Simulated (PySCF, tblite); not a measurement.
# C4H10FN3Si2: geometry, infrared bands and NMR shifts

Aim: predict the infrared bands and NMR shifts of C4H10FN3Si2 (`C[SiH2]N[SiH2]n1cncc1F`).

Programs: tblite 0.8.0 and PySCF 2.14.0, with density-fitted response routines of our own. Each step states its level of theory. These are calculated values for one molecule in the gas phase, unless marked as measured. Atoms count from 0, in the outputs and in this text.

**1. The starting structure**

20 atoms, charge 0, multiplicity 1; geometry from: force field or distance geometry start.

Bonds of the start (Å): C0–Si1 1.84, Si1–N2 1.71, N2–Si3 1.70, Si3–N4 1.74, N4–C5 1.35, C5–N6 1.33, N6–C7 1.37, C7–C8 1.38, C8–F9 1.34, C8–N4 1.36, C0–H10 1.10, C0–H11 1.10, C0–H12 1.10, Si1–H13 1.48, Si1–H14 1.47, N2–H15 1.02, Si3–H16 1.48, Si3–H17 1.47, C5–H18 1.09, C7–H19 1.08.

**2. Optimising the geometry with GFN2-xTB**

The job: settings as JSON, then the geometry in Å.

```
{"job": {"kind": "relax", "xc": "GFN2-xTB", "basis": "xTB"}, "charge": 0, "multiplicity": 1}
C     -3.111700     0.195200     1.599200
Si    -1.873400     0.315900     0.239700
N     -1.017600    -1.159900     0.093900
Si     0.233500    -1.012100    -1.050400
N      1.616900    -0.176200    -0.403800
C      2.224000    -0.415500     0.780700
N      3.268500     0.384300     0.949900
C      3.321700     1.167500    -0.175000
C      2.302200     0.820600    -1.033400
F      2.036800     1.368500    -2.225500
H     -3.679900     1.133200     1.698000
H     -3.849000    -0.601700     1.407600
H     -2.652400    -0.008700     2.575000
H     -0.895400     1.389400     0.539000
H     -2.550800     0.577600    -1.036600
H     -1.675300    -1.869000    -0.220700
H      0.612700    -2.416000    -1.340800
H     -0.290300    -0.443000    -2.301400
H      1.892300    -1.160000     1.498600
H      4.081700     1.920400    -0.309000
```

Started as:

```console
> OMP_NUM_THREADS=1 python probes_run.py task.json out
```

The driver reads the jobs from task.json and runs them one after another.

**Question.** This job is followed by: GFN2-xTB harmonic vibrations, gas phase; GIAO PBE0/pcSseg-1 NMR shielding, non-relativistic, gas phase. Predict these results of the whole session: strongest single infrared mode (GFN2-xTB); zero-point energy (GFN2-xTB); 13C shifts against TMS (PBE0/pcSseg-1); 1H shifts against TMS (PBE0/pcSseg-1, means over atoms taken as alike); 29Si shifts against TMS (PBE0/pcSseg-1); 15N shifts against NH3 (PBE0/pcSseg-1); 19F shifts against CFCl3 (PBE0/pcSseg-1).

The runs gave:

| quantity | value |
| --- | --- |
| strongest single infrared mode (GFN2-xTB) | 2277 cm⁻¹, 420 km/mol |
| zero-point energy (GFN2-xTB) | 86.1 kcal/mol |
| 13C shifts against TMS (PBE0/pcSseg-1) | 160.3, 134.6, 114.4, -4.3 ppm |
| 1H shifts against TMS (PBE0/pcSseg-1, means over atoms taken as alike) | 7.03, 6.90, 5.51, 4.57, 0.22, -0.98 ppm |
| 29Si shifts against TMS (PBE0/pcSseg-1) | -32.9, -39.7 ppm |
| 15N shifts against NH3 (PBE0/pcSseg-1) | 310.2, 180.6, 15.3 ppm |
| 19F shifts against CFCl3 (PBE0/pcSseg-1) | -162.2 ppm |

What this shows: The optimisation took 205 steps and gained 0.658 eV; among the close pairs (by a distance rule), C0–Si1 changed most, from 1.843 to 1.894 Å. All 54 modes are real, so the xTB geometry is a minimum. The strongest single mode, at 2277 cm⁻¹, moves mainly H16. Unscaled tight-binding wavenumbers are off by several per cent, some by more. Its intensities can rank the bands wrongly. At PBE0/pcSseg-1: Shielding is most anisotropic at N6 (span 514 ppm, paramagnetic term -378 ppm). NICS(1)zz of -27 ppm above the planar ring from N4 marks a diatropic (aromatic) ring current.
